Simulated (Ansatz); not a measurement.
# AlH₄O₂Si radical: small, medium and large basis sets

One table from this session's results is given with a row withheld; the runs are named, their logs left out.

Program: Ansatz 0.2.0, Gaussian basis. Level of theory: one geometry, several basis sets. These are calculated values, not measurements.

Levels to be run: PBE0-D4/def2-SVP; ωB97M-V/def2-SVP; PBE0-D4/def2-QZVPP; ωB97M-V/def2-QZVPP; the functionals' def2-TZVPP values are taken from earlier runs.

## The relaxed structure

An earlier PBE0-D4 in a triple-zeta def2 set relaxation fixed the geometry.

SMILES `[OH][Al][O][SiH3]`, 8 atoms, charge 0, spin multiplicity 2.

Atoms are counted from 1 here; the program's logs count them from 0.

Bond lengths: O1–Al2 1.699 Å, O1–H5 0.957 Å, Al2–O3 1.680 Å, O3–Si4 1.625 Å, Si4–H6 1.488 Å, Si4–H7 1.487 Å, Si4–H8 1.487 Å. Angles: Al2–O1–H5 122.1°, O1–Al2–O3 118.2°, Al2–O3–Si4 176.3°, O3–Si4–H6 110.3°, O3–Si4–H7 110.2°, O3–Si4–H8 110.1°, H6–Si4–H7 108.7°, H6–Si4–H8 108.7°, H7–Si4–H8 108.9°.

The first run:

The input, in.yaml:

```yaml
crystal:
  periodic: [false, false, false]
  atoms:
    - {symbol: O, position_ang: [0.891892, 1.682167, -2.054965]}
    - {symbol: Al, position_ang: [1.024227, 1.383362, -0.387415]}
    - {symbol: O, position_ang: [0.157941, 0.097265, 0.259365]}
    - {symbol: Si, position_ang: [-0.645532, -1.116928, 0.980814]}
    - {symbol: H, position_ang: [1.359484, 2.399288, -2.481999]}
    - {symbol: H, position_ang: [-0.775604, -0.854910, 2.439647]}
    - {symbol: H, position_ang: [-2.006769, -1.249866, 0.397978]}
    - {symbol: H, position_ang: [0.086560, -2.397378, 0.790874]}
basis:
  gaussian: {orbitals: def2-SVP}
magnetization: {spin_polarized: true, initial_magnetization: 1}
hamiltonian: {xc: pbe0, dispersion: d4}
output: {orbitals: {seedname: orbitals}}
```

Run with:

```sh
$ ansatz run in.yaml --threads 4 --pin off --events-out ev --progress --plain --max-ram 10444MiB
```

Among the steps run: PBE0-D4 in def2-SVP; ωB97M-V in def2-SVP; PBE0-D4 in def2-QZVPP; ωB97M-V in def2-QZVPP.

One table of the session follows, with a row left open; its other results are not shown here.

It belongs to the step «Density functionals: the series». 

```
functional       basis  HOMO (eV)  LUMO (eV)
   PBE0-D4    def2-SVP      -5.98      -2.56
   PBE0-D4  def2-TZVPP      -6.11      -2.61
   PBE0-D4  def2-QZVPP      -6.14      -2.65
   ωB97M-V    def2-SVP      -7.66      -1.17
   ωB97M-V  def2-TZVPP      -7.79      -1.18
   ωB97M-V  def2-QZVPP          ?          ?
```

Estimate the missing values for ωB97M-V, def2-QZVPP.

**Answer.** HOMO (eV): -7.85; LUMO (eV): -1.27. In the column «HOMO (eV)» it is the lowest.
